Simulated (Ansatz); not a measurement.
Working through the interaction energy of a dimer with the counterpoise correction of BCl2H, SMILES ClBCl

Computed with Ansatz 0.2.0 through its Python package.

The cells in order, each with its output:

```python
import ansatz as az
```

```python
BASIS_SET = "def2-SVP"
XC = "pbe0"
```

```python
FIRST = [
    ("Cl", (-1.598, -0.7275, 0.0193)),
    ("B", (-0.0105, 0.1515, -0.0767)),
    ("Cl", (1.4298, -0.6137, 0.7136)),
    ("H", (0.1787, 1.1898, -0.6561)),
]
SECOND = [
    ("Cl", (0.0329, 3.0315, 4.8378)),
    ("B", (-0.3786, 2.1317, 3.3135)),
    ("Cl", (-0.9324, 3.0977, 1.8837)),
    ("H", (-0.2798, 0.942, 3.1568)),
]
```

```python
def energy(atoms, ghosts=()):
    molecule = az.Crystal.molecule()
    for symbol, xyz in atoms:
        molecule = molecule.atom(symbol, xyz)
    calc = (
        molecule.calculation()
        .basis(gaussian=BASIS_SET)
        .functional(XC)
    )
    deck = calc.input()
    if ghosts:
        deck = deck.set(az.key.basis.gaussian.ghost_atoms, [{"symbol": s, "position_ang": list(xyz)} for s, xyz in ghosts])
    return az.Session.from_dict(deck).plan().execute().report["free_energy_ev"]
```

```python
both = energy(FIRST + SECOND)
alone = energy(FIRST) + energy(SECOND)
ghosted = energy(FIRST, SECOND) + energy(SECOND, FIRST)
print(f"dimer {both:.6f} eV")
print(f"interaction, uncorrected   {(both - alone):8.3f} eV")
print(f"interaction, counterpoise  {(both - ghosted):8.3f} eV")
print(f"basis-set superposition    {(alone - ghosted):8.3f} eV")
```

    dimer -51444.392853 eV
    interaction, uncorrected     -0.056 eV
    interaction, counterpoise    -0.014 eV
    basis-set superposition       0.042 eV

Uncorrected it is -0.056 eV, with the counterpoise correction -0.014 eV; the difference, 0.04 eV, is the superposition error.

Total energies depend on the basis set; only differences at equal settings carry meaning. The dimer is a generated trial pose of unrelaxed monomers, not a minimum, so the figure is no binding energy, and the basis set is small. This level lacks the dispersion part of the attraction (electrostatics and induction are there), which can decide the sign where the interaction is weak. Hardware and time: 18 s on 1 thread of Arm Neoverse N1, with other jobs on the host, peak memory 0.3 GiB.
